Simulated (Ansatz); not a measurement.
# AsH9OSi2: the cost of one run

Program: Ansatz 0.2.0. Level of theory: RKS PBE-D4/def2-SVP. These are calculated values, not measurements.

## (1) Starting point

Bond lengths: Si1–O2 2.075 Å, Si1–H3 1.507 Å, Si1–H4 1.475 Å, Si1–Si5 2.315 Å, Si1–As7 2.690 Å, O2–H8 0.959 Å, Si5–H9 1.467 Å, Si5–H10 1.467 Å, Si5–H11 1.466 Å, As7–H12 1.494 Å, As7–H13 1.498 Å. Angles (14 of 20 angles, heavy atoms first): O2–Si1–Si5 82.5°, O2–Si1–As7 82.2°, Si5–Si1–As7 113.2°, Si1–O2–H8 128.4°, O2–Si1–H3 171.4°, O2–Si1–H4 83.8°, H3–Si1–Si5 103.9°, H3–Si1–As7 89.9°, H4–Si1–Si5 129.7°, H4–Si1–As7 112.4°, Si1–Si5–H9 113.3°, Si1–Si5–H10 112.2°, Si1–Si5–H11 111.0°, Si1–As7–H12 79.5°.

As a file:

```xyz
13

Si   -0.1635   -0.6939    0.2815
O     1.4514    0.4575    0.8898
H    -1.1999   -1.6047   -0.3252
H     0.4109   -1.6960    1.1993
Si   -1.3354    1.2459    0.7557
H     1.6566    0.1689   -0.3314
As    1.1305   -0.6019   -2.0751
H     2.1703    0.2137    1.4766
H    -0.6919    2.4556    0.2304
H    -2.6916    1.2252    0.1973
H    -1.4784    1.4317    2.2032
H    -0.2875   -0.5093   -2.5378
H     1.0285   -2.0928   -1.9643
```

## (2) Pulling towards end A

Springs on the bonds that form and break draw the guess towards this end; the thresholds are loose.

File input.yaml:

```yaml
crystal:
  periodic: [false, false, false]
  atoms:
    - { symbol: Si, position_ang: [-0.1635, -0.6939, 0.2815] }
    - { symbol: O, position_ang: [1.4514, 0.4575, 0.8898] }
    - { symbol: H, position_ang: [-1.1999, -1.6047, -0.3252] }
    - { symbol: H, position_ang: [0.4109, -1.696, 1.1993] }
    - { symbol: Si, position_ang: [-1.3354, 1.2459, 0.7557] }
    - { symbol: H, position_ang: [1.6566, 0.1689, -0.3314] }
    - { symbol: As, position_ang: [1.1305, -0.6019, -2.0751] }
    - { symbol: H, position_ang: [2.1703, 0.2137, 1.4766] }
    - { symbol: H, position_ang: [-0.6919, 2.4556, 0.2304] }
    - { symbol: H, position_ang: [-2.6916, 1.2252, 0.1973] }
    - { symbol: H, position_ang: [-1.4784, 1.4317, 2.2032] }
    - { symbol: H, position_ang: [-0.2875, -0.5093, -2.5378] }
    - { symbol: H, position_ang: [1.0285, -2.0928, -1.9643] }
basis:
  gaussian: { orbitals: def2-SVP }
hamiltonian:
  xc: pbe
  dispersion: d4
relax:
  f_tol: 0.15
  max_steps: 25
  restrain:
    - { distance: [0, 6], at: 3.6, k: 30.0 }
    - { distance: [5, 1], at: 2.27, k: 30.0 }
    - { distance: [0, 1], at: 1.77, k: 30.0 }
    - { distance: [5, 6], at: 1.5, k: 30.0 }
```

Launch:

```bash
$ ansatz run input.yaml --threads 4 --pin off --max-ram 5120MiB --backend cpu --events-out ev --progress --plain --runs-dir out
```

Q: Estimate wall time and peak memory on 4 threads of Arm Neoverse N1, shared host.

About 42 s, with a peak of 0.2 GiB.
